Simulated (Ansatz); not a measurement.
# C3H6AlBr: one species, many methods

One table from this session's results is given with a row withheld; the runs are named, their logs left out.

Program: Ansatz 0.2.0, Gaussian basis. Level of theory: functionals in def2-TZVPP, the program's frozen cores in correlated methods. These are calculated values, not measurements.

Plan: PBE-D4, r2SCAN-D4, PBE0-D4, B3LYP-D4, ωB97X-V, ωB97M-V, B2PLYP; CCSD(T)/def2-TZVPP; MP2/def2-QZVPP; extrapolation to the limit.

### Structure used throughout

The geometry comes from an earlier relaxation with PBE0-D4 in a triple-zeta def2 set; it is a stationary point, not always the lowest conformer.

SMILES `C/C(Br)=[CH]\[AlH2]`, 11 atoms, charge 0, spin multiplicity 1.

Atoms are counted from 1 here; the program's logs count them from 0.

Bond lengths: C1–C2 1.487 Å, C1–H6 1.093 Å, C1–H7 1.091 Å, C1–H8 1.093 Å, C2–Br3 1.920 Å, C2–C4 1.332 Å, C4–Al5 1.938 Å, C4–H9 1.088 Å, Al5–H10 1.587 Å, Al5–H11 1.585 Å. Angles: C2–C1–H6 110.5°, C2–C1–H7 110.7°, C2–C1–H8 110.5°, H6–C1–H7 109.1°, H6–C1–H8 107.0°, H7–C1–H8 109.1°, C1–C2–Br3 111.6°, C1–C2–C4 128.6°, Br3–C2–C4 119.8°, C2–C4–Al5 125.3°, C2–C4–H9 116.5°, Al5–C4–H9 118.2°, C4–Al5–H10 121.1°, C4–Al5–H11 118.1°, H10–Al5–H11 120.8°.

The first run:

Contents of in.yaml:

```yaml
crystal:
  periodic: [false, false, false]
  atoms:
    - {symbol: C, position_ang: [-1.006910, -1.095681, 0.302222]}
    - {symbol: C, position_ang: [0.178603, -0.405725, 0.875658]}
    - {symbol: Br, position_ang: [0.631385, -1.099199, 2.607753]}
    - {symbol: C, position_ang: [0.905663, 0.576561, 0.345414]}
    - {symbol: Al, position_ang: [0.592846, 1.393755, -1.383550]}
    - {symbol: H, position_ang: [-1.872665, -0.976385, 0.958360]}
    - {symbol: H, position_ang: [-1.248149, -0.692886, -0.682922]}
    - {symbol: H, position_ang: [-0.818877, -2.168460, 0.213195]}
    - {symbol: H, position_ang: [1.739269, 0.939494, 0.943135]}
    - {symbol: H, position_ang: [-0.601811, 0.915593, -2.312030]}
    - {symbol: H, position_ang: [1.565948, 2.555933, -1.846534]}
basis:
  gaussian: {orbitals: def2-TZVPP}
hamiltonian: {xc: pbe, dispersion: d4}
output: {forces: true, orbitals: {seedname: orbitals}}
```

Launch:

```sh
> ansatz run in.yaml --threads 4 --pin off --events-out ev --progress --plain --max-ram 10444MiB
```

Steps of the session up to this table: PBE-D4 (GGA); r2SCAN-D4 (meta-GGA); PBE0-D4 (hybrid); B3LYP-D4 (hybrid); ωB97X-V (range-separated); ωB97M-V (range-separated); B2PLYP (double hybrid); CCSD(T) in def2-TZVPP; MP2 in def2-QZVPP.

One of the session's tables, all rows but one given; the rest of the session is left out.

```
            method  atomisation energy (kJ/mol)
            PBE-D4                       3991.3
         r2SCAN-D4                       3935.5
           PBE0-D4                       3933.0
          B3LYP-D4                       3908.9
           ωB97X-V                       3913.6
           ωB97M-V                       3914.3
            B2PLYP                       3868.3
     HF/def2-TZVPP                       2895.6
    MP2/def2-TZVPP                       3882.7
   CCSD/def2-TZVPP                       3757.1
CCSD(T)/def2-TZVPP                            ?
           MP2/CBS                       3978.3
       CCSD(T)/CBS                       3915.4
```

**Question.** Estimate the row for CCSD(T)/def2-TZVPP.

The run gave: atomisation energy (kJ/mol): 3819.8. In the column «atomisation energy (kJ/mol)» it lies between CCSD/def2-TZVPP (3757.1) and B2PLYP (3868.3).
